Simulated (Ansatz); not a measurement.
**SiGeHO (sextet): the correlation ladder, cc-pVDZ**

The task here is to estimate one member of a computed series from the others.

Computed with Ansatz 0.2.0, Gaussian basis. Level: cc-pVDZ, core rule «outside noble gas», up to 20 orbitals frozen.

The runs, in order: UHF; CCSD(T) on ROHF; CCSD(T) on UHF; BCCD(T) on ROHF; CISD as a restricted active space (open shells left free, so some higher excitations enter); CCSDT(Q) on ROHF; CCSDT(Q) on UHF; CASSCF and MRCISD+Q, 13 electrons in 11 orbitals; CASSCF and NEVPT2, 13 electrons in 11 orbitals.

24 further runs of the same task are left out: 12 that didn't finish, 12 set aside as unsound or not needed. Runs told in other sessions of the task aren't counted.

### What is computed

The geometry is a PBE0/def2-TZVP stationary point (not a proven minimum) of the parent state, kept for this charge and spin. No spin-orbit coupling is included. The filled d shell of Ge may be among the frozen orbitals whatever the setting's name suggests.

4 atoms, charge 0, spin multiplicity 6.

Atoms are counted from 1 here; the program's logs count them from 0.

Bond lengths: Ge1–O2 1.777 Å, Ge1–H4 1.564 Å, O2–Si3 1.641 Å. Angles: O2–Ge1–H4 115.7°, Ge1–O2–Si3 150.5°.

Geometry (Å):

```xyz
4
GeHOSi
Ge    0.00000    0.00485    1.02123
O     0.00000   -0.35973   -0.71838
Si    0.00000    0.13773   -2.28218
H     0.00000    1.52297    1.39657
```

Set-up of the first run:

Contents of in.yaml:

```yaml
crystal:
  periodic: [false, false, false]
  atoms:
    - {symbol: Ge, position_ang: [0.000000, 0.004847, 1.021232]}
    - {symbol: O, position_ang: [0.000000, -0.359730, -0.718378]}
    - {symbol: Si, position_ang: [0.000000, 0.137734, -2.282184]}
    - {symbol: H, position_ang: [0.000000, 1.522968, 1.396565]}
basis:
  gaussian: {orbitals: cc-pVDZ}
magnetization: {spin_polarized: true, initial_magnetization: 5}
hamiltonian: {xc: hf}
output: {orbitals: {seedname: orbitals}}
```

Run with:

```bash
> ansatz run in.yaml --threads 1 --pin off --events-out ev --progress --plain --max-ram 2393MiB
```

Steps of the session up to this table: UHF; CCSD(T) on ROHF; CCSD(T) on UHF; BCCD(T) on ROHF; CISD as a restricted active space (open shells left free, so some higher excitations enter); CCSDT(Q) on ROHF; CCSDT(Q) on UHF; CASSCF and MRCISD+Q, 13 electrons in 11 orbitals; CASSCF and NEVPT2, 13 electrons in 11 orbitals.

One of the session's tables, all rows but one given; the rest of the session is left out.

| method | from UCCSDT(Q) (kJ/mol) |
| --- | --- |
| ROHF | +813.3 |
| UHF | +801.8 |
| RMP2 | +82.8 |
| UMP2 | +80.2 |
| RCCSD | +27.5 |
| UCCSD | +26.2 |
| RCCSD(T) | +5.8 |
| UCCSD(T) | +4.8 |
| BCCD(T) | +5.5 |
| RCCSDT | +3.4 |
| UCCSDT | +2.3 |
| RCCSDT(Q) | +1.4 |
| UCCSDT(Q) | 0 |
| CASSCF frontier | +661.0 |
| NEVPT2 frontier | ? |
| MRCISD frontier | +65.1 |
| MRCISD+Q frontier | +11.9 |

Estimate the missing values for NEVPT2 frontier.

**Answer.** from UCCSDT(Q) (kJ/mol): +142.4. In the column «from UCCSDT(Q) (kJ/mol)» it lies between RMP2 (+82.8) and CASSCF frontier (+661.0).

Not comparable, so not listed: CISD as a restricted active space (open shells left free, so some higher excitations enter) (they don't share determinant, frozen orbitals or solution with the rows shown, or repeat one).

To keep in mind: Restricted and unrestricted rows rest on different reference determinants; a gap between their highest levels can come from leftover correlation error, from unlike frozen cores or from another state.
